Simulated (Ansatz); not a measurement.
Set up this calculation in Ansatz 0.2.0, as the native input.

| Quantity | Value |
| --- | --- |
| Task | single point |
| Functional | PBE |
| Potentials or basis | Ansatz PAW earlier set |
| Cutoff | 500 eV (not typed: the program's choice for these potentials) |
| k mesh | 10 × 10 × 3 |
| Occupations | gaussian, width 0.02 eV |
| Spin | no spin polarisation |

Crystal: Tc3Sn.

```
Sn Tc
1.0
     2.94159    0.00000    0.00000
    -1.47079    2.54749    0.00000
     0.00000    0.00000    8.63345
Sn Tc
1 3
Direct
  0.00000 0.00000 0.00000
  0.33333 0.66667 0.73822
  0.33333 0.66667 0.26178
  0.00000 0.00000 0.50000
```

The cell comes from a database or a generator and needn't be the stable form of this composition.

The input as run:

input.yaml

```yaml
crystal:
  lattice:
    - [2.9415865702, 0.0, 0.0]
    - [-1.4707932851, 2.5474886972, 0.0]
    - [0.0, 0.0, 8.633447]
  atoms:
    - { symbol: Sn, position: [0.0, 0.0, 0.0] }
    - { symbol: Tc, position: [0.3333333333, 0.6666666667, 0.738218] }
    - { symbol: Tc, position: [0.3333333333, 0.6666666667, 0.261782] }
    - { symbol: Tc, position: [0.0, 0.0, 0.5] }
hamiltonian:
  xc: pbe
  pseudopotentials: { kind: paw }
kpoints:
  mp_grid: { grid: [10, 10, 3] }
scf:
  occupations: { method: gaussian, width: 0.02 }
output:
  forces: true
  stress: true
  eigenvalues: true
  write_density: true
  write_potential: true
  elf: true
  volumetric_format: npy
```

Potentials or basis: Ansatz PAW earlier set.

The run is started by

```console
$ ansatz run input.yaml --threads 2 --pin off --max-ram 5632MiB --backend cpu --events-out ev --progress --plain --runs-dir out
```

Results of the run:

The pressure is -1.9 GPa. The largest force is 0.047 eV/Å and the band gap on the k mesh is none (metal or under the smearing width).

Wall time 5 s on 2 threads of Arm Neoverse V1, with other jobs on the host, peak memory 0.35 GiB.
